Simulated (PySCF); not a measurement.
# H4O4Y (Y(OH)4-): the cost of one run

The runs use PySCF 2.14.0; PBE0, Y def2-SVP with ECP28, O def2-SVP, H def2-SVP; scalar-relativistic core potentials, no spin–orbit coupling.

1 further run of the same task is left out (for a known fault of the program).

## (1) Where the work starts

9 atoms, charge -1, spin multiplicity 1.

Bond lengths: Y1–O2 2.112 Å, Y1–O4 2.112 Å, Y1–O6 2.112 Å, Y1–O8 2.112 Å, O2–H3 0.966 Å, O4–H5 0.966 Å, O6–H7 0.966 Å, O8–H9 0.966 Å. Angles: O2–Y1–O4 109.5°, O2–Y1–O6 109.5°, O2–Y1–O8 109.5°, O4–Y1–O6 109.5°, O4–Y1–O8 109.5°, O6–Y1–O8 109.5°, Y1–O2–H3 158.7°, Y1–O4–H5 158.7°, Y1–O6–H7 158.7°, Y1–O8–H9 158.7°.

As a file:

```
Y     0.0000    0.0000    0.0000
O     1.2194    1.2194    1.2194
H     1.9865    1.4915    1.7390
O    -1.2194   -1.2194    1.2194
H    -1.9865   -1.4915    1.7390
O     1.2194   -1.2194   -1.2194
H     1.4915   -1.9865   -1.7390
O    -1.2194    1.2194   -1.2194
H    -1.4915    1.9865   -1.7390
```

Formal oxidation states: Y +3.

## (2) SCF at the start, singlet

Input file run.py (the lines that set the calculation):

```python
mol = gto.M(atom='''
Y      0.00000     0.00000     0.00000
O      1.21940     1.21940     1.21940
H      1.98650     1.49150     1.73900
O     -1.21940    -1.21940     1.21940
H     -1.98650    -1.49150     1.73900
O      1.21940    -1.21940    -1.21940
H      1.49150    -1.98650    -1.73900
O     -1.21940     1.21940    -1.21940
H     -1.49150     1.98650    -1.73900''',
    basis={'Y': 'def2-SVP', 'O': 'def2-SVP', 'H': 'def2-SVP'},
    ecp={'Y': 'def2-SVP'},
    charge=-1, spin=0)
mf = dft.RKS(mol, xc='PBE0')
mf.grids.atom_grid = (50, 194)
mf = mf.density_fit()  # fitting sets: Y def2-universal-JKFIT, O def2-universal-JKFIT, H def2-universal-JKFIT
mf.conv_tol = 1e-08; mf.max_cycle = 55
mf.kernel(dm0)  # dm0: free metal ions and neutral atoms
```

Launch:

```sh
OMP_NUM_THREADS=2 python run.py
```

What time and memory should one allow on 2 threads of Arm Neoverse V1, shared host?

About 2.2 s, with a peak of 0.58 GiB.
